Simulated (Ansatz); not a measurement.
# CH5InO2: the cost of one run

The runs use Ansatz 0.2.0, Gaussian basis; the settings change from run to run.

## (1) The geometry

The geometry comes from an earlier relaxation with PBE0-D4 in a triple-zeta def2 set; it is a stationary point, not always the lowest conformer. In takes a core potential in def2 sets; no spin-orbit term is included.

SMILES `O[CH2][InH][OH]`, 9 atoms, charge 0, spin multiplicity 1.

Atoms are counted from 1 here; the program's logs count them from 0.

Bond lengths: O1–C2 1.403 Å, O1–H5 0.969 Å, C2–In3 2.160 Å, C2–H6 1.093 Å, C2–H7 1.099 Å, In3–O4 2.019 Å, In3–H8 1.705 Å, O4–H9 0.957 Å. Angles: C2–O1–H5 109.0°, O1–C2–In3 108.1°, O1–C2–H6 109.4°, O1–C2–H7 112.1°, In3–C2–H6 111.5°, In3–C2–H7 108.4°, H6–C2–H7 107.4°, C2–In3–O4 91.8°, C2–In3–H8 152.3°, O4–In3–H8 115.9°, In3–O4–H9 120.2°.

## (2) PBE0-DH/def2-TZVPP

This run has finite nuclei.

Contents of in.yaml:

```yaml
crystal:
  periodic: [false, false, false]
  atoms:
    - {symbol: O, position_ang: [0.932213, 1.390926, -0.422271]}
    - {symbol: C, position_ang: [0.052817, 1.139391, 0.641814]}
    - {symbol: In, position_ang: [-0.496954, -0.948973, 0.578436]}
    - {symbol: O, position_ang: [0.114427, -1.116949, -1.338526]}
    - {symbol: H, position_ang: [0.796306, 0.721106, -1.108901]}
    - {symbol: H, position_ang: [0.542105, 1.395570, 1.584556]}
    - {symbol: H, position_ang: [-0.863273, 1.742037, 0.572830]}
    - {symbol: H, position_ang: [-1.147453, -2.361577, 1.278095]}
    - {symbol: H, position_ang: [0.069811, -1.961530, -1.786033]}
basis:
  gaussian: {orbitals: def2-TZVPP, nuclear_model: gaussian}
hamiltonian: {xc: {name: PBE0-DH}}
```

Launch:

```bash
$ ansatz run in.yaml --threads 4 --pin off --events-out ev --progress --plain --max-ram 10444MiB
```

What time and memory should one allow on 4 threads of Arm Neoverse V1, shared host?

About 4.3 s, with a peak of 0.53 GiB.
